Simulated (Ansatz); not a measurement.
# BaMn2Sb2: the cost of one run

Program: Ansatz 0.2.0. Level of theory: DFT LDA, scalar-relativistic, plane waves, PAW, and further levels as typed in the inputs. These are calculated values, not measurements.

**1. The starting structure**

It takes space group I4/mmm (No. 139, tetragonal). The conventional cell has a = 4.397 Å, b = 4.397 Å, c = 14.330 Å, α = 90.00°, β = 90.00°, γ = 90.00°. Ba (site symmetry 4/mmm) is surrounded by 8 Sb at 3.67 Å and 8 Mn at 4.20 Å. Mn (site symmetry -4m2) has 4 Sb at 2.74 Å and 4 Mn at 3.11 Å as nearest neighbours. Around Sb (site symmetry 4mm) lie 4 Mn at 2.74 Å.

As a file:

```
CELL_PARAMETERS angstrom
-2.19850 2.19850 7.16500
2.19850 -2.19850 7.16500
2.19850 2.19850 -7.16500
ATOMIC_POSITIONS crystal
Ba 0.00000 0.00000 0.00000
Mn 0.75000 0.25000 0.50000
Mn 0.25000 0.75000 0.50000
Sb 0.36420 0.36420 0.00000
Sb 0.63580 0.63580 0.00000
```

**2. Single point: BaMn2Sb2, moments +−**

The input, input.yaml:

```yaml
crystal:
  lattice:
    - [-2.1985, 2.1985, 7.165]
    - [2.1985, -2.1985, 7.165]
    - [2.1985, 2.1985, -7.165]
  atoms:
    - { symbol: Ba, position: [0.0, 0.0, 0.0] }
    - { symbol: Mn, position: [0.75, 0.25, 0.5], spin: 4.0 }
    - { symbol: Mn, position: [0.25, 0.75, 0.5], spin: -4.0 }
    - { symbol: Sb, position: [0.3642, 0.3642, 0.0] }
    - { symbol: Sb, position: [0.6358, 0.6358, 0.0] }
magnetization:
  spin_polarized: true
scf:
  occupations: { method: gaussian, width: 0.01 }
output:
  forces: true
  stress: true
  populations: true
  write_density: true
  write_potential: true
  elf: true
  volumetric_format: npy
hamiltonian:
  xc: lda
kpoints:
  mp_grid: { grid: [10, 10, 10] }
```

On the command line:

```console
ansatz run input.yaml --threads 2 --pin off --max-ram 6144MiB --backend cpu --events-out ev --progress --plain --runs-dir out
```

**Question.** How long does this run take on 2 threads of Intel Xeon Platinum 8259CL at 2.50GHz (Skylake/Cascade Lake), shared host, and how much memory does it need?

About 1.7 min, with a peak of 1.2 GiB.
